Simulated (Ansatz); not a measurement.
Input of an Ansatz 0.2.0 run:

Contents of input.yaml:

```yaml
crystal:
  lattice:
    - [2.8774873876, 0.0, 0.0]
    - [-1.4387436938, 2.4919771768, 0.0]
    - [0.0, 0.0, 7.453705]
  atoms:
    - { symbol: Os, position: [0.335165, 0.670952, 0.494384], spin: 1.0 }
    - { symbol: V, position: [0.015143, 0.009399, -0.001718], spin: 2.0 }
    - { symbol: B, position: [-0.009992, -0.015697, 0.284605] }
    - { symbol: B, position: [0.349938, 0.674751, 0.197409] }
    - { symbol: B, position: [0.310256, 0.651284, 0.78823] }
    - { symbol: B, position: [0.00707, 0.010541, 0.702625] }
hamiltonian:
  xc: pbe
  pseudopotentials: { kind: paw }
magnetization:
  spin_polarized: true
kpoints:
  mp_grid: { grid: [11, 11, 4] }
scf:
  occupations: { method: fermi_dirac, width: 0.05 }
output:
  forces: true
  stress: true
  eigenvalues: true
```

Potentials or basis: Ansatz PAW.

Command:

```bash
$ ansatz run input.yaml --threads 2 --pin off --max-ram 5120MiB --backend cpu --events-out ev --progress --plain --runs-dir out
```

**Question.** Estimate the largest force.

**Answer.** 0.947 eV/Å.

**Question.** Estimate the absolute moment.

**Answer.** 0.00 μB per cell.

Forces in eV/Å, atoms in the order of the input:
```
Os   0.015 -0.209  0.051
V   -0.246 -0.258 -0.678
B    0.478  0.693  0.174
B   -0.439 -0.365  0.012
B    0.402  0.695  0.501
B   -0.210 -0.556 -0.060
```

Caveat: the starting moments weren't kept. The run has no spin-orbit coupling, so splittings on Os are missing.
